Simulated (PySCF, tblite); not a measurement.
# C4H12SeSi: geometry, infrared bands and NMR shifts

What infrared bands and NMR shifts should C4H12SeSi (`CC(C)C[SiH2][SeH]`) show?

The runs use tblite 0.8.0 and PySCF 2.14.0, with density-fitted response routines of our own; the level of theory stands in each step. All values are computed, except where a source is named. Atoms are numbered from 0 throughout.

## (1) The molecule as given

18 atoms, charge 0, multiplicity 1; geometry from: force field or distance geometry start.

Bonds of the start (Å): C0–C1 1.52, C1–C2 1.50, C1–C3 1.52, C3–Si4 1.88, Si4–Se5 2.30, C0–H6 1.12, C0–H7 1.12, C0–H8 1.11, C1–H9 1.11, C2–H10 1.11, C2–H11 1.11, C2–H12 1.11, C3–H13 1.11, C3–H14 1.10, Si4–H15 1.47, Si4–H16 1.47, Se5–H17 1.53.

## (2) Relaxing the molecule with GFN2-xTB

What the job is given:

```
{"job": {"kind": "relax", "xc": "GFN2-xTB", "basis": "xTB"}, "charge": 0, "multiplicity": 1}
C     -0.794600    -1.481200    -0.626200
C     -0.899900    -0.120600     0.042900
C     -2.047900     0.689800    -0.469900
C      0.348200     0.630800    -0.382400
Si     1.907300    -0.265100     0.157400
Se     3.586200     0.735200    -1.049800
H     -1.795400    -1.881400    -0.911700
H     -0.260400    -2.211300     0.040600
H     -0.141000    -1.398000    -1.519500
H     -0.947600    -0.209500     1.145600
H     -1.665700     1.554600    -1.052600
H     -2.712100     0.989500     0.368000
H     -2.688600     0.131400    -1.182300
H      0.341600     1.638600     0.093400
H      0.307000     0.739400    -1.475100
H      2.170600    -0.123300     1.594500
H      1.908100    -1.667000    -0.272900
H      3.375500     2.254400    -1.041100
```

Command:

```sh
> OMP_NUM_THREADS=1 python probes_run.py task.json out
```

The driver reads the jobs from task.json and runs them one after another.

The program printed:

```text
step      E/eV     max force
  0    -533.08071    1.920
  1    -533.23007    0.988
  2    -533.31005    0.553
  3    -533.35851    0.535
  4    -533.40278    0.793
  5    -533.44175    0.640
  6    -533.47134    0.460
  7    -533.49221    0.296
  8    -533.50783    0.313
  9    -533.51974    0.318
 10    -533.53045    0.294
 11    -533.53801    0.199
 12    -533.54281    0.182
 13    -533.54703    0.194
 14    -533.55098    0.200
 15    -533.55440    0.172
 16    -533.55689    0.146
 17    -533.55868    0.145
 18    -533.56024    0.106
 19    -533.56186    0.112
 20    -533.56384    0.112
 21    -533.56652    0.146
 22    -533.56978    0.164
 23    -533.57283    0.143
 24    -533.57502    0.085
 25    -533.57657    0.082
 26    -533.57834    0.117
 27    -533.58086    0.180
 28    -533.58408    0.187
 29    -533.58781    0.159
 30    -533.59196    0.136
 31    -533.59584    0.127
 32    -533.59928    0.151
 33    -533.60297    0.150
 34    -533.60676    0.156
 35    -533.60859    0.189
 36    -533.60877    0.211
 37    -533.61162    0.079
 38    -533.61224    0.068
 39    -533.61330    0.053
 40    -533.61390    0.056
 41    -533.61463    0.051
 42    -533.61507    0.053
 43    -533.61544    0.051
 44    -533.61590    0.050
 45    -533.61654    0.054
 46    -533.61721    0.055
 47    -533.61778    0.057
 48    -533.61827    0.056
 49    -533.61877    0.047
 50    -533.61938    0.057
 51    -533.62007    0.057
 52    -533.62053    0.052
 53    -533.62101    0.054
 54    -533.62149    0.051
 55    -533.62196    0.058
 56    -533.62236    0.057
 57    -533.62277    0.052
 58    -533.62329    0.055
 59    -533.62393    0.055
 60    -533.62456    0.052
 61    -533.62510    0.060
 62    -533.62562    0.059
 63    -533.62617    0.065
 64    -533.62671    0.056
 65    -533.62711    0.037
 66    -533.62736    0.032
 67    -533.62755    0.031
 68    -533.62776    0.036
 69    -533.62796    0.030
 70    -533.62813    0.030
 71    -533.62828    0.027
 72    -533.62846    0.035
 73    -533.62870    0.047
 74    -533.62895    0.042
 75    -533.62911    0.022
 76    -533.62920    0.019
 77    -533.62926    0.021
 78    -533.62934    0.023
 79    -533.62941    0.020
 80    -533.62947    0.018
 81    -533.62951    0.018
 82    -533.62956    0.016
 83    -533.62961    0.015
 84    -533.62965    0.014
 85    -533.62970    0.016
 86    -533.62974    0.014
 87    -533.62978    0.016
 88    -533.62982    0.016
 89    -533.62986    0.015
 90    -533.62991    0.017
 91    -533.62999    0.020
 92    -533.63010    0.023
 93    -533.63021    0.023
 94    -533.63033    0.028
 95    -533.63045    0.032
 96    -533.63063    0.033
 97    -533.63089    0.037
 98    -533.63122    0.042
 99    -533.63153    0.045
100    -533.63182    0.043
101    -533.63218    0.040
102    -533.63279    0.057
103    -533.63385    0.087
104    -533.63512    0.139
105    -533.61883    0.539
106    -533.63716    0.095
107    -533.63837    0.097
108    -533.64207    0.138
109    -533.64397    0.108
110    -533.64747    0.103
111    -533.64913    0.131
112    -533.65064    0.141
113    -533.65272    0.132
114    -533.65747    0.128
115    -533.66149    0.141
116    -533.66605    0.171
117    -533.66844    0.146
118    -533.66024    0.578
119    -533.67406    0.118
120    -533.67680    0.105
121    -533.66985    0.690
122    -533.68494    0.080
123    -533.68857    0.093
124    -533.67331    0.808
125    -533.69437    0.124
126    -533.69745    0.134
127    -533.68750    0.756
128    -533.70429    0.129
129    -533.70773    0.118
130    -533.70336    0.604
131    -533.71610    0.092
132    -533.71931    0.088
133    -533.72198    0.357
134    -533.72699    0.092
135    -533.72885    0.110
136    -533.73345    0.131
137    -533.73556    0.169
138    -533.73763    0.184
139    -533.74007    0.093
140    -533.74126    0.119
141    -533.74256    0.096
142    -533.74389    0.101
143    -533.74500    0.070
144    -533.74577    0.053
145    -533.74621    0.076
146    -533.74663    0.063
147    -533.74700    0.069
148    -533.74740    0.056
149    -533.74784    0.040
150    -533.74830    0.036
151    -533.74871    0.044
152    -533.74904    0.047
153    -533.74933    0.035
154    -533.74957    0.043
155    -533.74977    0.047
156    -533.74996    0.043
157    -533.75016    0.034
158    -533.75040    0.048
159    -533.75076    0.060
160    -533.75126    0.059
161    -533.75187    0.074
162    -533.75248    0.072
163    -533.75289    0.044
164    -533.75317    0.034
165    -533.75342    0.031
166    -533.75365    0.029
167    -533.75384    0.028
168    -533.75399    0.032
169    -533.75413    0.023
170    -533.75424    0.020
171    -533.75433    0.016
172    -533.75438    0.015
173    -533.75442    0.016
174    -533.75450    0.018
175    -533.75458    0.018
176    -533.75466    0.016
177    -533.75471    0.013
178    -533.75474    0.011
179    -533.75477    0.008
```

Run time: 2.1 s. Hardware: 1 thread of Arm Neoverse N1, shared host; peak memory 0.18 GiB.

The steps of the relaxation: (not every step is listed)

```
step  energy from step 0 (eV)  largest force (eV/Å)
   0                   0.0000                1.9200
   1                  -0.1494                0.9875
   2                  -0.2293                0.5534
   3                  -0.2778                0.5353
   4                  -0.3221                0.7925
   5                  -0.3610                0.6405
   6                  -0.3906                0.4601
   7                  -0.4115                0.2965
   8                  -0.4271                0.3126
  24                  -0.4943                0.0848
  40                  -0.5332                0.0560
  56                  -0.5417                0.0568
  72                  -0.5478                0.0350
  88                  -0.5491                0.0163
 104                  -0.5544                0.1393
 120                  -0.5961                0.1053
 136                  -0.6527                0.1306
 152                  -0.6683                0.0468
 168                  -0.6733                0.0320
 174                  -0.6738                0.0180
 175                  -0.6739                0.0185
 176                  -0.6739                0.0157
 177                  -0.6740                0.0130
 178                  -0.6740                0.0110
 179                  -0.6741                0.0083
```

Distances of close pairs at the start and the end, largest changes first:

```
   bond  before (Å)  after (Å)  change (Å)
Se5–H17       1.534      1.433      -0.101
  C0–H7       1.124      1.087      -0.037
  C1–C2       1.496      1.528      +0.032
  C0–H6       1.115      1.088      -0.027
 C2–H11       1.110      1.088      -0.022
 C2–H10       1.111      1.088      -0.022
  C0–H8       1.110      1.088      -0.022
 C3–Si4       1.877      1.899      +0.022
```

The final coordinates are the input of the step that follows.

## (3) Vibrational analysis with GFN2-xTB

What the job is given:

```
{"job": {"kind": "ir", "xc": "GFN2-xTB", "basis": "xTB"}, "charge": 0, "multiplicity": 1}
C     -0.937083    -1.527831    -0.616016
C     -0.844233    -0.105743    -0.075258
C     -2.056891     0.705933    -0.529166
C      0.444595     0.577725    -0.532504
Si     2.032965    -0.271694     0.070053
Se     3.810508     1.105039    -0.410244
H     -1.886265    -1.979052    -0.335696
H     -0.135930    -2.146473    -0.219774
H     -0.867180    -1.524754    -1.701792
H     -0.847350    -0.149211     1.019550
H     -2.083849     0.768789    -1.615353
H     -2.021220     1.716200    -0.126955
H     -2.978795     0.237621    -0.191066
H      0.436496     1.612172    -0.176662
H      0.451984     0.628655    -1.624427
H      2.013942    -0.478862     1.519073
H      2.371945    -1.503209    -0.638035
H      3.087602     2.341015    -0.356905
```

The program printed:

```text
mode    cm-1     km/mol
  1      28.6     12.62
  2      36.7      5.98
  3      81.6      0.10
  4      88.1      5.60
  5     173.9      0.25
  6     212.6      0.14
  7     239.8      0.15
  8     319.8      9.31
  9     376.9     23.13
 10     404.9     24.93
 11     433.6     25.21
 12     438.1     24.31
 13     554.8     18.37
 14     593.2     80.33
 15     712.4    347.09
 16     752.9     89.41
 17     769.5    171.61
 18     779.7    100.27
 19     889.0     11.94
 20     949.9      1.28
 21     984.3      1.44
 22     990.7      2.67
 23    1052.2     15.07
 24    1133.2     15.28
 25    1185.8     22.72
 26    1218.2      3.33
 27    1253.6      9.68
 28    1334.4      7.60
 29    1338.8     17.99
 30    1411.1      7.71
 31    1424.3      2.79
 32    1461.8      0.32
 33    1496.4      0.87
 34    1500.7      2.07
 35    1505.5      2.97
 36    1511.8      5.32
 37    2098.1    356.40
 38    2250.6    260.26
 39    2282.0    219.61
 40    2927.4     31.93
 41    2944.5     48.63
 42    2961.9     32.88
 43    3025.3      8.37
 44    3027.2     19.76
 45    3030.7     74.74
 46    3034.5     30.78
 47    3037.0     76.27
 48    3042.8     29.33
```

Run time: 1 s. Hardware: 1 thread of Arm Neoverse N1, shared host; peak memory 0.18 GiB.

Which atoms move in the most intense modes:

```
cm⁻¹  km/mol                                  atoms
 593    80.3           H15 58 %, H17 25 %, H16 12 %
 712   347.1                     H16 47 %, H15 34 %
 753    89.4  C3 27 %, H16 27 %, H15 16 %, H13 11 %
 770   171.6  C3 24 %, H16 23 %, Si4 19 %, H15 19 %
 780   100.3  C3 26 %, H14 23 %, H13 20 %, H15 11 %
2098   356.4                               H17 98 %
2251   260.3                               H15 95 %
2282   219.6                               H16 95 %
```

## (4) NMR shieldings: PBE0/pcSseg-1

The job, as its differences from that of step 3:

```diff
@@ -1,2 +1,2 @@
-{"job": {"kind": "ir", "xc": "GFN2-xTB", "basis": "xTB"}, "charge": 0, "multiplicity": 1}
+{"job": {"kind": "nmr", "xc": "PBE0", "basis": "pcSseg-1"}, "charge": 0, "multiplicity": 1}
 C     -0.937083    -1.527831    -0.616016
```

Level: GIAO PBE0/pcSseg-1 NMR shielding, non-relativistic, gas phase.

The program printed:

```text
coarse grid: 64128 points
cycle   1  E = -2849.7772260677  dE = -6.903e-01  |g| = 7.564e-01  |ddm| = 3.691e+00
cycle   2  E = -2849.7732129819  dE =  4.013e-03  |g| = 5.532e-01  |ddm| = 8.171e-01
cycle   3  E = -2849.8281694304  dE = -5.496e-02  |g| = 1.450e-01  |ddm| = 5.532e-01
cycle   4  E = -2849.8335222151  dE = -5.353e-03  |g| = 2.957e-02  |ddm| = 1.651e-01
cycle   5  E = -2849.8337090999  dE = -1.869e-04  |g| = 7.999e-03  |ddm| = 3.488e-02
cycle   6  E = -2849.8337241657  dE = -1.507e-05  |g| = 1.135e-03  |ddm| = 7.458e-03
cycle   7  E = -2849.8337243694  dE = -2.038e-07  |g| = 3.779e-04  |ddm| = 1.311e-03
final grid: 134296 points
cycle   8  E = -2849.8337888114  dE = -6.448e-08  |g| = 4.487e-04  |ddm| = 1.912e-03
cycle   9  E = -2849.8337887917  dE =  1.963e-08  |g| = 5.495e-04  |ddm| = 9.322e-04
cycle  10  E = -2849.8337888566  dE = -6.485e-08  |g| = 3.100e-05  |ddm| = 4.997e-04
cycle  11  E = -2849.8337888569  dE = -2.842e-10  |g| = 7.283e-06  |ddm| = 4.713e-05
converged SCF energy = -2849.8337888569

GIAO shielding tensors (ppm)
atom      isotropic    diamagn.    paramagn.     s11        s22        s33       span
  0 C      160.878     249.263     -88.385    148.121    150.777    183.736     35.615
  1 C      156.788     245.743     -88.955    152.907    154.893    162.565      9.658
  2 C      157.089     247.188     -90.099    136.543    147.419    187.305     50.762
  3 C      154.952     254.547     -99.595    129.911    142.855    192.089     62.178
  4 Si     381.416     878.830    -497.414    341.162    382.753    420.333     79.171
  5 Se    2270.736    3000.561    -729.825   1981.120   2185.695   2645.392    664.272
  6 H       30.591      30.634      -0.043     26.156     28.003     37.613     11.457
  7 H       30.567      31.630      -1.063     25.219     30.362     36.119     10.901
  8 H       31.088      31.504      -0.416     28.119     29.160     35.985      7.866
  9 H       30.059      33.475      -3.416     26.401     29.005     34.770      8.369
 10 H       30.904      30.675       0.229     27.864     29.028     35.821      7.958
 11 H       30.536      30.546      -0.010     26.110     28.552     36.945     10.835
 12 H       30.487      29.941       0.546     25.956     27.778     37.725     11.769
 13 H       30.705      34.116      -3.411     24.672     31.910     35.531     10.859
 14 H       30.709      33.329      -2.620     26.671     31.981     33.476      6.806
 15 H       26.705      29.130      -2.425     21.530     26.455     32.130     10.600
 16 H       26.775      28.748      -1.973     22.135     26.449     31.742      9.607
 17 H       32.153      31.099       1.054     21.517     27.731     47.211     25.694
```

Run time: 56 s. Hardware: 1 thread of Arm Neoverse N1, shared host; peak memory 0.8 GiB.

Shifts follow as δ = σ(reference) − σ, with reference shieldings (ppm) from runs at the same level and on the same kind of geometry: 1H TMS 31.72, 13C TMS 186.9, 29Si TMS 349.2, 77Se Me2Se 1758. The references are single molecules in the gas phase. Atoms listed in one row are averaged.

```
                    atoms                            environment  σ (ppm)  δ (ppm)
                       C3                   sp3 CH2 bonded to Si    155.0     32.0
                       C1                                 sp3 CH    156.8     30.1
                   C0, C2                          methyl carbon    159.0     27.9
                 H15, H16  hydrogen on a silicon bonded to C, Se    26.74     4.98
                       H9                  hydrogen on an sp3 CH    30.06     1.66
H6, H7, H8, H10, H11, H12            hydrogen on a methyl carbon    30.70     1.02
                 H13, H14    hydrogen on an sp3 CH2 bonded to Si    30.71     1.01
                      H17    hydrogen on a selenium bonded to Si    32.15    -0.44
                      Si4           silicon bonded to C, Se, 2 H    381.4    -32.3
                      Se5               selenium bonded to Si, H     2271     -512
```

The run also stored atomic charges by several schemes (e):

```
 atoms  Mulliken    IAO  Hirshfeld  ESP fit
C0, C2     -0.22  -0.42      -0.12    -0.67
    C1     -0.39  -0.08      -0.02     0.73
    C3     -0.48  -0.53      -0.15    -0.93
   Si4      0.67   0.64       0.30     0.37
   Se5     -0.45  -0.25      -0.12    -0.32
```

Mayer bond orders: C0–C1 1.02, C1–C2 1.04, C1–C3 1.00, C3–Si4 0.92, Si4–Se5 0.93.

## (5) What came out

| quantity | value |
| --- | --- |
| strongest single infrared mode (GFN2-xTB) | 2098 cm⁻¹, 356 km/mol |
| zero-point energy (GFN2-xTB) | 90.5 kcal/mol |
| 13C shifts against TMS (PBE0/pcSseg-1, means over atoms taken as alike) | 32.0, 30.1, 27.9 ppm |
| 1H shifts against TMS (PBE0/pcSseg-1, means over atoms taken as alike) | 4.98, 1.66, 1.02, 1.01, -0.44 ppm |
| 29Si shifts against TMS (PBE0/pcSseg-1) | -32.3 ppm |
| 77Se shifts against Me2Se (PBE0/pcSseg-1) | -512 ppm |

In words: Over 179 steps the energy fell by 0.674 eV; of the close pairs, Se5–H17 changed most, 1.534 to 1.433 Å. No mode is imaginary among the 48: a minimum at this level. The strongest single mode, at 2098 cm⁻¹, moves mainly H17. GFN2-xTB is a fitted tight-binding method: band positions and strengths are rough. Its intensities can rank the bands wrongly. At PBE0/pcSseg-1: The widest tensor belongs to Se5: span 664 ppm, with a paramagnetic part of -730 ppm. Spin-orbit coupling is left out, which matters for shieldings and couplings at and beside the heavy atoms.
